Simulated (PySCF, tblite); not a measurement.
**C₅H₄B₂F₂: geometry, infrared bands and NMR shifts**

Aim: predict the infrared bands and NMR shifts of C₅H₄B₂F₂ (`C#CC#CBCB(F)F`).

Computed with tblite 0.8.0 and PySCF 2.14.0, with density-fitted response routines of our own, on a single molecule in the gas phase. Atoms are numbered from 0 throughout.

## (1) Starting geometry

13 atoms, charge 0, multiplicity 1; geometry from: force field or distance geometry start.

Bonds of the start (Å): C0–C1 1.19, C1–C2 1.43, C2–C3 1.19, C3–B4 1.54, B4–C5 1.58, C5–B6 1.59, B6–F7 1.45, B6–F8 1.44, C0–H9 1.07, B4–H10 1.19, C5–H11 1.11, C5–H12 1.12.

## (2) Geometry optimisation with GFN2-xTB

What the job is given:

```
{"job": {"kind": "relax", "xc": "GFN2-xTB", "basis": "xTB"}, "charge": 0, "multiplicity": 1}
C     -4.245800     1.393000    -1.022800
C     -3.200000     0.851300    -0.860500
C     -1.945300     0.200200    -0.646900
C     -0.896100    -0.337200    -0.487500
B      0.453700    -1.043300    -0.252800
C      1.550700    -0.390600     0.681800
B      2.873700    -0.079900    -0.152700
F      4.124100    -0.721300     0.207400
F      2.847500     0.876000    -1.225900
H     -5.188700     1.876800    -1.167800
H      0.663600    -2.080300    -0.787900
H      1.171100     0.552800     1.125100
H      1.787200    -1.097000     1.515200
```

Started as:

```bash
> OMP_NUM_THREADS=1 python probes_run.py task.json out
```

One launch serves the whole session: the jobs run in the order shown.

**Question.** This job is followed by: GFN2-xTB harmonic vibrations, gas phase; GIAO PBE0/pcSseg-1 NMR shielding, non-relativistic, gas phase. Predict these results of the whole session: strongest single infrared mode (GFN2-xTB); zero-point energy (GFN2-xTB); ¹³C shifts against TMS (PBE0/pcSseg-1); ¹H shifts against TMS (PBE0/pcSseg-1, means over atoms taken as alike); ¹¹B shifts against BF3·OEt2 (PBE0/pcSseg-1); ¹⁹F shifts against CFCl3 (PBE0/pcSseg-1, means over atoms taken as alike).

The runs gave:

| quantity | value |
| --- | --- |
| strongest single infrared mode (GFN2-xTB) | 1241 cm⁻¹, 580 km/mol |
| zero-point energy (GFN2-xTB) | 47.7 kcal/mol |
| ¹³C shifts against TMS (PBE0/pcSseg-1) | 136.6, 102.1, 90.5, 72.1, 30.2 ppm |
| ¹H shifts against TMS (PBE0/pcSseg-1, means over atoms taken as alike) | 6.74, 3.35, 2.19 ppm |
| ¹¹B shifts against BF3·OEt2 (PBE0/pcSseg-1) | 66.4, 25.7 ppm |
| ¹⁹F shifts against CFCl3 (PBE0/pcSseg-1, means over atoms taken as alike) | -60.0 ppm |

In words: The optimisation took 133 steps and gained 0.826 eV; among the close pairs (by a distance rule), B6–F7 changed most, from 1.451 to 1.320 Å. No mode is imaginary among the 33: a minimum at this level. The strongest single mode, at 1241 cm⁻¹, is spread over many atoms; the largest shares are those of B6, B4. Unscaled tight-binding wavenumbers are off by several per cent, some by more. Its intensities can rank the bands wrongly. At PBE0/pcSseg-1: The widest tensor belongs to C3: span 333 ppm, with a paramagnetic part of -163 ppm.
